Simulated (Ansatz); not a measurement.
# CdSi2: one candidate of a structure search

Aim: relax a trial structure of CdSi2 and see where it ends.

Program: Ansatz 0.2.0. Level of theory: DFT PBE, scalar-relativistic, plane waves, PAW. These are calculated values, not measurements.

## 1. The starting structure

It takes space group P6_3/mmc (No. 194, hexagonal). Conventional cell: a = 3.426 Å, b = 3.426 Å, c = 8.813 Å, α = 90.00°, β = 90.00°, γ = 120.00°. Cd (site symmetry -6m2) is surrounded by 8 Si at 2.63 to 2.66 Å. Si (site symmetry 3m) is surrounded by 3 Si at 2.15 Å and 4 Cd at 2.63 to 2.66 Å.

Structure file:

```
Cd Si
1.0
     3.42629    0.00000    0.00000
    -1.71314    2.96725    0.00000
     0.00000    0.00000    8.81286
Cd Si
2 4
Direct
  0.33333 0.66667 0.25000
  0.66667 0.33333 0.75000
  0.33333 0.66667 0.95205
  0.66667 0.33333 0.04795
  0.66667 0.33333 0.45205
  0.33333 0.66667 0.54795
```

A structure generator made this guess: species swapped into a database cell of TcB2 (P6_3/mmc, No. 194), with Cd on the Tc sites and Si on the B sites. Lengths come from tabulated atomic sizes and are only a guess.

## 2. Probe: one point on a coarse mesh

Input file input.yaml:

```yaml
crystal:
  lattice:
    - [3.42628546, 0.0, 0.0]
    - [-1.71314273, 2.96725025, 0.0]
    - [0.0, 0.0, 8.81286316]
  atoms:
    - { symbol: Cd, position: [0.33333333, 0.66666667, 0.25] }
    - { symbol: Cd, position: [0.66666667, 0.33333333, 0.75] }
    - { symbol: Si, position: [0.33333333, 0.66666667, 0.95204628] }
    - { symbol: Si, position: [0.66666667, 0.33333333, 0.04795372] }
    - { symbol: Si, position: [0.66666667, 0.33333333, 0.45204628] }
    - { symbol: Si, position: [0.33333333, 0.66666667, 0.54795372] }
basis:
  ecutwfc: 420
kpoints:
  mp_grid: { grid: [6, 6, 2] }
hamiltonian:
  xc: pbe
scf:
  occupations: { method: gaussian, width: 0.1 }
  lower_state_search: "off"
output:
  forces: true
  stress: true
  eigenvalues: true
```

On the command line:

```console
$ ansatz run input.yaml --threads 1 --pin off --max-ram 2560MiB --backend cpu --events-out ev --progress --plain --runs-dir out
```

Further runs follow: coarse relaxation; full relaxation.

Q: Predict the outcome of this session. Wanted: conventional cell; volume; energy over the elements; gap on the mesh.

The runs gave:

| quantity | value |
| --- | --- |
| symmetry at the end (tolerance 0.05 Å) | space group P6_3/mmc (No. 194) |
| conventional cell | a = 3.766 Å, b = 3.766 Å, c = 10.338 Å, α = 90.00°, β = 90.00°, γ = 120.00° |
| volume | 21.17 Å³/atom |
| energy over the elements | +0.30 eV/atom |
| gap on the mesh | none (metal) |

In words: The space group P6_3/mmc (No. 194) is kept, and the volume per atom grows by 41.7 % from the first guess. The formation energy is positive, so the separate elements lie lower. No finished test with a distortion of lower symmetry is shown, so the end may be a saddle point.
